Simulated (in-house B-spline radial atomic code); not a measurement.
**I²⁺: ionisation energy by several methods**

The task here is to estimate one member of a computed series from the others.

Method: scalar-relativistic (X2C), several functionals, spin-polarised; spherical all-electron atom at the radial basis limit. Code: in-house B-spline radial atomic code version 1.

### Starting point

| Item | Value |
| --- | --- |
| element | iodine (Z = 53) |
| charge | +2 |
| electrons | 51 |
| configuration | [Kr] 4d10 5s2 5p3 |
| nucleus | Fermi, rms radius 4.750 fm |

The outer shells:

[Kr] 4d10 5s2 5p3
```
[Kr] core
4d [↑↓][↑↓][↑↓][↑↓][↑↓]
5s [↑↓]
5p [↑ ][↑ ][↑ ]
```

Where spins are not typed, each open shell is filled with up spins first.

Set-up of the first run:

Settings, as recorded:

```ini
Z = 53
electrons = 51.0
configuration = [Kr] 4d10 5s2 5p3
hamiltonian = x2c
method = lda,pw
spin_polarised = True
nucleus = fermi
rms_radius = 4.75
mass_number = 127
atomic_mass = 126.904472592
speed_of_light = 137.035999084
```

Steps of the session up to this table: LDA (PW92); M06-L, a meta-GGA; PBE, a GGA; r2SCAN, a meta-GGA; RPBE, a GGA; BP86, a GGA.

One of the session's tables, all rows but one given; the rest of the session is left out.

| method | ΔSCF (eV) |
| --- | --- |
| LDA (PW92) | 30.386 |
| PBE | 30.279 |
| RPBE | 30.254 |
| BP86 | 30.362 |
| M06-L | ? |
| r2SCAN | 30.737 |

Q: Estimate the row for M06-L from the others.

**Answer.** ΔSCF (eV): 30.010. In the column «ΔSCF (eV)» it is the lowest.

Members of this set that are not shown: 12 used exact exchange with fractional occupations of an open shell, which is unsound here.

Limits of these values: Meta-GGA runs start from a PBE run whose iterations are not counted.
